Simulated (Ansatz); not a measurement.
# C2H11BSi: the cost of one run

Program: Ansatz 0.2.0. Level of theory: RKS B3LYP/def2-SVP. These are calculated values, not measurements.

### 1 The structure to begin with

Bond lengths: B1–C2 1.857 Å, C2–C3 1.525 Å, B1–H4 1.176 Å, B1–H5 1.175 Å, B1–H6 1.219 Å, B1–Si7 2.276 Å, C2–H8 1.091 Å, C2–H9 1.093 Å, C3–H10 1.090 Å, C3–H11 1.090 Å, C3–H12 1.090 Å, Si7–H13 1.474 Å, Si7–H14 1.461 Å, Si7–H15 1.465 Å. Angles (14 of 28 angles, heavy atoms first): B1–C2–C3 116.6°, C2–B1–Si7 104.6°, B1–C2–H8 98.4°, B1–C2–H9 114.8°, C3–C2–H8 108.6°, C3–C2–H9 110.7°, C2–B1–H4 107.5°, C2–B1–H5 106.8°, C2–B1–H6 49.1°, H4–B1–Si7 108.6°, H5–B1–Si7 108.4°, H6–B1–Si7 55.5°, C2–C3–H10 111.5°, C2–C3–H11 111.0°.

As a file:

```xyz
15

B     0.4271    0.2888    1.1859
C     0.4705   -1.1869    0.0598
C     0.7982   -0.9178   -1.4049
H     0.1764   -0.0987    2.2673
H     1.4177    0.8908    0.9944
H    -0.2965   -0.0282    0.2572
Si   -1.3244    1.5326    0.4343
H     1.3127   -1.7093    0.5153
H    -0.3892   -1.8567    0.1470
H    -0.0591   -0.5048   -1.9370
H     1.0991   -1.8342   -1.9125
H     1.6180   -0.2048   -1.4873
H    -1.8554    1.3389   -0.9274
H    -0.9140    2.9336    0.4913
H    -2.4812    1.3569    1.3166
```

### 2 Pulling towards end A

Springs on the bonds that form and break draw the guess towards this end; the thresholds are loose.

input.yaml reads:

```yaml
crystal:
  periodic: [false, false, false]
  atoms:
    - { symbol: B, position_ang: [0.4271, 0.2888, 1.1859] }
    - { symbol: C, position_ang: [0.4705, -1.1869, 0.0598] }
    - { symbol: C, position_ang: [0.7982, -0.9178, -1.4049] }
    - { symbol: H, position_ang: [0.1764, -0.0987, 2.2673] }
    - { symbol: H, position_ang: [1.4177, 0.8908, 0.9944] }
    - { symbol: H, position_ang: [-0.2965, -0.0282, 0.2572] }
    - { symbol: Si, position_ang: [-1.3244, 1.5326, 0.4343] }
    - { symbol: H, position_ang: [1.3127, -1.7093, 0.5153] }
    - { symbol: H, position_ang: [-0.3892, -1.8567, 0.147] }
    - { symbol: H, position_ang: [-0.0591, -0.5048, -1.937] }
    - { symbol: H, position_ang: [1.0991, -1.8342, -1.9125] }
    - { symbol: H, position_ang: [1.618, -0.2048, -1.4873] }
    - { symbol: H, position_ang: [-1.8554, 1.3389, -0.9274] }
    - { symbol: H, position_ang: [-0.914, 2.9336, 0.4913] }
    - { symbol: H, position_ang: [-2.4812, 1.3569, 1.3166] }
basis:
  gaussian: { orbitals: def2-SVP }
hamiltonian:
  xc: b3lyp
relax:
  f_tol: 0.15
  max_steps: 25
  restrain:
    - { distance: [0, 6], at: 3.25, k: 30.0 }
    - { distance: [5, 1], at: 2.37, k: 30.0 }
    - { distance: [0, 1], at: 1.6, k: 30.0 }
    - { distance: [5, 6], at: 1.42, k: 30.0 }
```

Command:

```bash
$ ansatz run input.yaml --threads 2 --pin off --max-ram 3072MiB --backend cpu --events-out ev --progress --plain --runs-dir out
```

What time and memory should one allow on 2 threads of Intel Xeon 6975P-C (Granite Rapids), shared host?

About 16 s, with a peak of 0.26 GiB.
